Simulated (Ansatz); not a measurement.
# Se on CoSi2 (110)

Aim: for CoSi2, find where and how strongly Se adsorbs.

Program: Ansatz 0.2.0. Level of theory: DFT PBE+D3(BJ), scalar-relativistic, plane waves, PAW. These are calculated values, not measurements.

3 further runs of the same task are left out: 3 set aside as unsound or not needed.

### Step 1. Starting point

It takes space group Pmm2 (No. 25, orthorhombic). Conventional cell: a = 3.751 Å, b = 5.304 Å, c = 22.626 Å, α = 90.00°, β = 90.00°, γ = 90.00°. Co (site symmetry mm2) has 6 Si at 2.30 Å in its first shell of neighbours. Around Si (site symmetry m) lie 3 Co at 2.30 Å. Co (site symmetry mm2) has 8 Si at 2.30 to 2.32 Å in its first shell of neighbours. Around Si (site symmetry m) lie 4 Co at 2.28 to 2.30 Å. Co (site symmetry mm2) has 8 Si at 2.28 to 2.31 Å in its first shell of neighbours. Si (site symmetry m) is surrounded by 4 Co at 2.30 to 2.32 Å and 6 Si at 2.62 to 2.69 Å. Co (site symmetry mm2) has 6 Si at 2.30 to 2.31 Å in its first shell of neighbours. Si (site symmetry m) is surrounded by 3 Co at 2.29 to 2.31 Å and 4 Si at 2.60 to 2.70 Å.

Coordinates:

```xyz
24
Lattice="7.5013 0.0000 0.0000 0.0000 5.3042 0.0000 0.0000 0.0000 22.6260" Properties=species:S:1:pos:R:3 pbc="T T T"
Co    1.8753    2.6521    8.5000
Co    5.6260    2.6521    8.5000
Si    3.7507    3.9782    8.5000
Si    0.0000    3.9782    8.5000
Si    3.7507    1.3261    8.5000
Si    0.0000    1.3261    8.5000
Co    3.7507    0.0000   10.3753
Co    0.0000    0.0000   10.3753
Si    5.6260    1.3261   10.3753
Si    1.8753    1.3261   10.3753
Si    5.6260    3.9782   10.3753
Si    1.8753    3.9782   10.3753
Co    5.6260    2.6521   12.2294
Co    1.8753    2.6521   12.2294
Si    0.0000    3.9958   12.2933
Si    3.7507    3.9958   12.2933
Si    0.0000    1.3084   12.2933
Si    3.7507    1.3084   12.2933
Co    0.0000    0.0000   14.1826
Co    3.7507    0.0000   14.1826
Si    1.8753    1.3525   14.1174
Si    5.6260    1.3525   14.1174
Si    1.8753    3.9518   14.1174
Si    5.6260    3.9518   14.1174
```

Miller indices refer to the conventional cell of the relaxed bulk, Fm-3m (No. 225): a = 5.304 Å, b = 5.304 Å, c = 5.304 Å, α = 90.00°, β = 90.00°, γ = 90.00°.

This (110) slab, 5.6 Å thick as cut, with 17 Å of vacuum, in a 2×1 surface cell; its outer planes are CoSi2 (top) and CoSi2 (bottom), was relaxed beforehand with its lower half held: -51192.5366 eV, work function 4.96 eV.

### Step 2. Start: Se, top (Co)

input.yaml reads:

```yaml
crystal:
  lattice:
    - [7.5013146708, 0.0, 0.0]
    - [0.0, 5.3042304715, 0.0]
    - [0.0, 0.0, 24.6259860031]
  atoms:
    - { symbol: Co, position: [0.25, 0.5, 0.3451638444] }
    - { symbol: Co, position: [0.75, 0.5, 0.3451638444] }
    - { symbol: Si, position: [0.5, 0.75, 0.3451638444] }
    - { symbol: Si, position: [0.0, 0.75, 0.3451638444] }
    - { symbol: Si, position: [0.5, 0.25, 0.3451638444] }
    - { symbol: Si, position: [0.0, 0.25, 0.3451638444] }
    - { symbol: Co, position: [0.5, 0.0, 0.4213162741] }
    - { symbol: Co, position: [0.0, 0.0, 0.4213162741] }
    - { symbol: Si, position: [0.75, 0.25, 0.4213162741] }
    - { symbol: Si, position: [0.25, 0.25, 0.4213162741] }
    - { symbol: Si, position: [0.75, 0.75, 0.4213162741] }
    - { symbol: Si, position: [0.25, 0.75, 0.4213162741] }
    - { symbol: Co, position: [0.75, 0.5, 0.4966063713] }
    - { symbol: Co, position: [0.25, 0.5, 0.4966063713] }
    - { symbol: Si, position: [0.0, 0.7533262662, 0.4992004254] }
    - { symbol: Si, position: [0.5, 0.7533262662, 0.4992004254] }
    - { symbol: Si, position: [0.0, 0.2466737338, 0.4992004254] }
    - { symbol: Si, position: [0.5, 0.2466737338, 0.4992004254] }
    - { symbol: Co, position: [0.0, 0.0, 0.5759220187] }
    - { symbol: Co, position: [0.5, 0.0, 0.5759220187] }
    - { symbol: Si, position: [0.25, 0.2549803996, 0.5732729524] }
    - { symbol: Si, position: [0.75, 0.2549803996, 0.5732729524] }
    - { symbol: Si, position: [0.25, 0.7450196004, 0.5732729524] }
    - { symbol: Si, position: [0.75, 0.7450196004, 0.5732729524] }
    - { symbol: Se, position: [0.5, 0.0, 0.675816496] }
basis:
  ecutwfc: 420
kpoints:
  mp_grid: { grid: [4, 6, 1] }
hamiltonian:
  xc: pbe
  dispersion: d3bj
scf:
  occupations: { method: gaussian, width: 0.1 }
output:
  forces: true
  eigenvalues: true
  write_density: true
  write_potential: true
  elf: true
  volumetric_format: npy
relax:
  adjacent_minimum: "off"
  f_tol: 0.03
  max_steps: 70
  constraints: [{ sites: [0, 1, 2, 3, 4, 5, 6, 7, 8, 9, 10, 11] }]
efield:
  axis: 3
  dipole_correction: true
  ramp_width: 0.04
```

On the command line:

```sh
$ ansatz run input.yaml --threads 4 --pin off --max-ram 10240MiB --backend cpu --events-out ev --progress --plain --runs-dir out
```

The session goes on with these runs: Se at the hollow (nearest Si) site.

Q: Predict the outcome of this session. Wanted: Se: lowest end.

As calculated:

```
      quantity                                                                      value
Se: lowest end  E_ads -3.92 eV, from the hollow (nearest Si) start, 4 bonded, 1.75 Å high
```

**Reading.** The strongest binding of Se is 3.92 eV, a strong chemical bond when counted from the free atom, not from the element's molecule or solid; the ends span 0.91 eV. It lowers the work function by 0.54 eV, as a dipole layer with its positive end outwards does. The slab runs have no spin polarisation, while the free adsorbate has its spin; a moment that survived on the surface would lower E_ads. A start on a symmetric site keeps its symmetry, so an end may be a saddle point and not a minimum. Near these geometries the D3 coefficients change with coordination, as the log warns; steps in energy, slope or pressure can stem from that. Spin polarisation is off in the runs that give these values; a magnetic solution could lie lower.
